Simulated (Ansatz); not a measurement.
# interstitial Al in Si: molecular dynamics, part 3 of 3

The plan is to see whether the interstitial stays in its void or moves on. The start is relaxed first. Runs: 130 steps of 3 fs under a Langevin thermostat at 1500 K; 50 steps of 2 fs at constant energy, with velocities drawn for 2100 K. The host cell (diamond) has 16 atoms; the extra atom is the last.

Ansatz 0.2.0; DFT PBE, plane waves, PAW, scalar-relativistic, collinear spin. Earlier steps stand in the parts before.

### 11 Snapshots as a file

Extended XYZ, with forces in eV/Å:

```xyz
17
Lattice="0.000 5.430 5.430 5.430 0.000 5.430 5.430 5.430 0.000" Properties=species:S:1:pos:R:3:forces:R:3 pbc="T T T" time_fs=16.0 T=1331 dE=1.5949
Si    0.334    0.160   -0.654   -0.096    1.057   -0.266
Si    2.218    1.353    2.346    0.099    2.593    2.185
Si    2.927    1.797   -0.042   -1.201    3.829    0.803
Si    4.556    4.010    0.655    0.670   -1.487   -1.523
Si    3.623   -0.479    3.835   -1.229   -0.581   -1.299
Si    4.473    1.944    3.531    0.889   -1.877    0.109
Si    5.930    2.885    2.104    1.635   -0.482   -0.299
Si    6.679    3.772    4.286    2.571   -1.944   -1.397
Si   -0.254    2.070    2.332    1.415    0.727    0.274
Si    1.293    4.017    3.330    0.665   -0.910   -0.929
Si    3.249    5.168    1.894   -3.994    0.832    0.749
Si    3.942    6.185    3.774    1.559   -0.676   -0.003
Si    2.676    2.483    4.604   -2.247    0.853    1.365
Si    3.694    3.559    6.788    0.762   -0.279    0.164
Si    5.202    4.922    5.409   -1.457    0.606    0.310
Si    6.856    6.394    6.078    1.311    0.891    1.105
Al    7.608   10.636    6.311   -1.351   -3.152   -1.349
17
Lattice="0.000 5.430 5.430 5.430 0.000 5.430 5.430 5.430 0.000" Properties=species:S:1:pos:R:3:forces:R:3 pbc="T T T" time_fs=34.0 T=1696 dE=0.8359
Si    0.525    0.257   -0.667   -2.546    1.283   -1.585
Si    2.175    1.367    2.479    0.186    0.341   -0.140
Si    2.869    1.837   -0.013   -0.540    2.552    0.024
Si    4.552    3.888    0.609    0.514   -0.643   -0.240
Si    3.672   -0.439    3.866   -0.393   -0.634   -1.079
Si    4.304    1.974    3.529    0.948   -1.219    0.198
Si    6.101    2.671    2.130   -0.350    1.536    1.074
Si    6.923    3.759    4.344    0.295   -0.776   -0.444
Si   -0.142    2.127    2.191    0.848   -0.392    1.133
Si    1.244    3.963    3.313   -0.040    0.123   -1.348
Si    3.109    5.228    1.793    0.211   -2.030    1.700
Si    3.916    6.131    3.741    0.300    1.189   -1.260
Si    2.426    2.527    4.673    0.211    0.381    0.847
Si    3.707    3.495    6.792    0.012    1.076   -0.373
Si    5.064    5.059    5.289    1.963   -1.182    1.467
Si    7.064    6.474    6.289   -2.376    0.247   -1.649
Al    7.492   10.555    6.221    0.756   -1.853    1.674
17
Lattice="0.000 5.430 5.430 5.430 0.000 5.430 5.430 5.430 0.000" Properties=species:S:1:pos:R:3:forces:R:3 pbc="T T T" time_fs=50.0 T=1716 dE=0.7957
Si    0.503    0.447   -0.791   -0.508   -0.016   -0.246
Si    2.158    1.436    2.609    0.755   -1.107   -1.413
Si    2.774    2.103    0.030    1.131   -1.812    0.580
Si    4.605    3.711    0.529   -0.383    0.701    0.604
Si    3.676   -0.465    3.795    0.271   -0.804   -0.973
Si    4.249    1.891    3.542    0.509    0.397    0.699
Si    6.230    2.611    2.244   -1.497    2.370    1.925
Si    7.173    3.678    4.337   -2.347    1.353   -1.018
Si    0.024    2.151    2.160   -1.411   -0.304    0.377
Si    1.204    3.922    3.183   -0.172    1.061   -0.389
Si    2.955    5.123    1.854    1.242   -2.747    0.659
Si    3.943    6.173    3.615    0.457    1.399    0.530
Si    2.199    2.610    4.812    1.839    0.745   -0.676
Si    3.739    3.519    6.769    1.587    0.100   -0.025
Si    5.085    5.099    5.298    1.736   -0.861    0.590
Si    7.069    6.558    6.347   -2.119   -1.815   -1.718
Al    7.414   10.299    6.246   -1.092    1.341    0.495
17
Lattice="0.000 5.430 5.430 5.430 0.000 5.430 5.430 5.430 0.000" Properties=species:S:1:pos:R:3:forces:R:3 pbc="T T T" time_fs=66.0 T=1846 dE=0.5257
Si    0.431    0.637   -0.944    1.406   -1.339    0.600
Si    2.200    1.417    2.626    0.558   -1.102   -1.367
Si    2.761    2.233    0.125    0.771   -2.575    0.780
Si    4.637    3.591    0.496    0.240    1.148    0.545
Si    3.702   -0.560    3.641    0.696   -0.595   -0.727
Si    4.236    1.840    3.605   -0.674    1.775    0.046
Si    6.242    2.722    2.492   -1.202   -0.685   -1.057
Si    7.238    3.703    4.255   -1.978    1.783    0.638
Si    0.087    2.143    2.161   -1.524   -0.600   -0.257
Si    1.142    3.964    3.029   -0.903    0.639    1.441
Si    2.912    4.814    1.966    1.281    1.234   -1.159
Si    4.003    6.321    3.525    0.167   -0.523    1.251
Si    2.117    2.749    4.896    1.272   -0.100   -1.277
Si    3.889    3.567    6.739    1.031    0.780   -0.138
Si    5.253    5.066    5.357    0.197   -0.208   -0.914
Si    6.888    6.510    6.283   -0.126   -1.207    1.096
Al    7.255   10.139    6.332   -1.212    1.573    0.498
17
Lattice="0.000 5.430 5.430 5.430 0.000 5.430 5.430 5.430 0.000" Properties=species:S:1:pos:R:3:forces:R:3 pbc="T T T" time_fs=84.0 T=1839 dE=0.5428
Si    0.484    0.719   -1.059    1.052   -0.931    0.390
Si    2.294    1.285    2.500   -0.562   -0.553   -1.076
Si    2.821    2.140    0.287   -0.220   -0.133   -1.377
Si    4.689    3.569    0.515    0.133    0.609    0.170
Si    3.794   -0.718    3.398    0.046    0.402    0.463
Si    4.154    1.957    3.689   -0.809    1.062    0.267
Si    6.113    2.775    2.666   -1.073   -2.136   -1.977
Si    7.146    3.902    4.247    1.634   -0.564    1.699
Si    0.032    2.078    2.143    0.869   -0.329   -0.071
Si    0.987    4.075    2.989   -0.158   -0.025    0.969
Si    2.995    4.565    1.992    0.579    1.895   -0.269
Si    4.072    6.433    3.555   -0.977   -1.900    1.459
Si    2.157    2.893    4.875    0.272   -0.867    0.013
Si    4.144    3.690    6.685   -1.157    0.071   -0.504
Si    5.438    4.988    5.318   -2.284   -0.066   -2.020
Si    6.703    6.381    6.314    2.641    2.684    1.888
Al    6.958   10.124    6.476    0.012    0.783   -0.022
17
Lattice="0.000 5.430 5.430 5.430 0.000 5.430 5.430 5.430 0.000" Properties=species:S:1:pos:R:3:forces:R:3 pbc="T T T" time_fs=100.0 T=1667 dE=0.8996
Si    0.630    0.708   -1.118   -0.256    0.551    0.638
Si    2.342    1.116    2.301    0.101    0.262    1.052
Si    2.864    2.030    0.311    0.019    1.024   -2.603
Si    4.745    3.605    0.548   -0.749   -0.591   -0.538
Si    3.882   -0.827    3.221   -0.879    1.101    1.701
Si    4.008    2.156    3.777    0.331   -1.040   -0.465
Si    5.913    2.651    2.648    1.060    0.100   -0.198
Si    7.198    4.030    4.374    2.527   -2.686   -0.993
Si    0.031    1.987    2.122    0.284   -0.013    0.284
Si    0.829    4.170    3.045    1.289   -0.864   -0.266
Si    3.127    4.517    1.985   -1.068    1.558    0.900
Si    4.061    6.373    3.707   -0.381   -1.091    0.194
Si    2.212    2.952    4.856   -1.402    0.435    1.541
Si    4.285    3.801    6.598   -1.223   -1.778   -0.188
Si    5.420    4.950    5.126   -1.168    2.953   -0.248
Si    6.736    6.450    6.487    0.747    0.117   -0.231
Al    6.687   10.190    6.605    0.768   -0.038   -0.580
```

On run 2: The temperature starts at 2100 K and averages 1791 K in the second half, where it ranges from 1667 to 1883 K. The total energy strays from its start by at most 0.37 meV/atom, 0.2 % of the mean kinetic energy, so a step of 2 fs is short enough over this time. The farthest move is 0.99 Å against a mean nearest distance of 2.2 Å: a large displacement, and the run is too short to tell whether atoms leave their places. The interstitial Al17 strays up to 1.05 Å from where this run began and ends 1.05 Å from it (the host's drift taken out).

### 12 Summary of results

What follows sums up all 3 parts.

| quantity | value |
| --- | --- |
| relaxation of the start | 3 moves, 0.327 eV lower |
| run 1: length | 130 steps of 3 fs |
| run 1: temperature, first and last step | 1412 and 1211 K |
| run 1: temperature, second half | mean 1379 K, from 1000 to 1720 K |
| run 1: potential energy, second half | +212 meV/atom from this run's first step |
| run 1: mean square displacement, second half | Al 0.692, Si 0.294 Å² |
| run 2: length | 50 steps of 2 fs |
| run 2: temperature, first and last step | 2100 and 1667 K |
| run 2: temperature, second half | mean 1791 K, from 1667 to 1883 K |
| run 2: potential energy, second half | +38 meV/atom from this run's first step |
| run 2: largest change of the total energy | 0.37 meV/atom |
| run 2: mean square displacement, second half | Al 0.421, Si 0.230 Å² |

In words: Mean temperatures of the second halves: 1379 K, 1791 K. In the last run: the interstitial Al17 strays up to 1.05 Å from where this run began and ends 1.05 Å from it (the host's drift taken out). 100 fs on 17 atoms is far too short and small for converged averages.
